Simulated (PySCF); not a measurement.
# EuH9N3 (Eu(NH3)32+): the cost of one run

Method: BP86, Eu lcecp-0-SVP with ECP53, N def2-SVP, H def2-SVP; scalar-relativistic core potentials, no spin–orbit coupling; program: PySCF 2.14.0.

1 further run of the same task is left out (for a known fault of the program).

### Step 1. The starting structure

13 atoms, charge 2, spin multiplicity 1.

Bond lengths: Eu1–N2 2.705 Å, Eu1–N6 2.705 Å, Eu1–N10 2.705 Å, N2–H3 1.020 Å, N2–H4 1.020 Å, N2–H5 1.020 Å, N6–H7 1.020 Å, N6–H8 1.020 Å, N6–H9 1.020 Å, N10–H11 1.020 Å, N10–H12 1.020 Å, N10–H13 1.020 Å. Angles: N2–Eu1–N6 120.0°, N2–Eu1–N10 120.0°, N6–Eu1–N10 120.0°, Eu1–N2–H3 113.0°, Eu1–N2–H4 113.0°, Eu1–N2–H5 113.0°, H3–N2–H4 105.8°, H3–N2–H5 105.8°, H4–N2–H5 105.8°, Eu1–N6–H7 113.0°, Eu1–N6–H8 113.0°, Eu1–N6–H9 113.0°, H7–N6–H8 105.8°, H7–N6–H9 105.8°, H8–N6–H9 105.8°, Eu1–N10–H11 113.0°, Eu1–N10–H12 113.0°, Eu1–N10–H13 113.0° and more.

Coordinates:

| atom | x (Å) | y (Å) | z (Å) |
| --- | --- | --- | --- |
| Eu1 | 0.00000 | 0.00000 | 0.00000 |
| N2 | 2.70500 | 0.00000 | 0.00000 |
| H3 | 3.10300 | -0.46960 | 0.81330 |
| H4 | 3.10300 | -0.46960 | -0.81330 |
| H5 | 3.10300 | 0.93920 | 0.00000 |
| N6 | -1.35250 | 2.34260 | 0.00000 |
| H7 | -1.14480 | 2.92200 | 0.81330 |
| H8 | -1.14480 | 2.92200 | -0.81330 |
| H9 | -2.36480 | 2.21770 | 0.00000 |
| N10 | -1.35250 | -2.34260 | 0.00000 |
| H11 | -1.95810 | -2.45240 | 0.81330 |
| H12 | -1.95810 | -2.45240 | -0.81330 |
| H13 | -0.73810 | -3.15680 | 0.00000 |

Formal oxidation states: Eu +2. Each metal's 7 4f electrons lie in its core potential, so multiplicities, spins and levels count the valence alone.

### Step 2. SCF at the start, singlet

run.py (the lines that set the calculation) reads:

```python
mol = gto.M(atom='''
Eu     0.00000     0.00000     0.00000
N      2.70500     0.00000     0.00000
H      3.10300    -0.46960     0.81330
H      3.10300    -0.46960    -0.81330
H      3.10300     0.93920     0.00000
N     -1.35250     2.34260     0.00000
H     -1.14480     2.92200     0.81330
H     -1.14480     2.92200    -0.81330
H     -2.36480     2.21770     0.00000
N     -1.35250    -2.34260     0.00000
H     -1.95810    -2.45240     0.81330
H     -1.95810    -2.45240    -0.81330
H     -0.73810    -3.15680     0.00000''',
    basis={'Eu': 'lcecp-0-SVP', 'N': 'def2-SVP', 'H': 'def2-SVP'},
    ecp={'Eu': 'lcecp-0-SVP'},
    charge=2, spin=0)
mf = dft.RKS(mol, xc='B88,P86')
mf.grids.atom_grid = (50, 194)  # f atoms: unpruned, at least (60, 302)
mf = mf.density_fit()  # fitting sets: Eu AutoAux, N def2-universal-JKFIT, H def2-universal-JKFIT
mf.conv_tol = 1e-08; mf.max_cycle = 55
mf.kernel(dm0)  # dm0: free metal ions and neutral atoms
```

On the command line:

```
$ OMP_NUM_THREADS=2 python run.py
```

Q: Estimate wall time and peak memory on 2 threads of Arm Neoverse V1, shared host.

About 4.4 s, with a peak of 0.78 GiB.
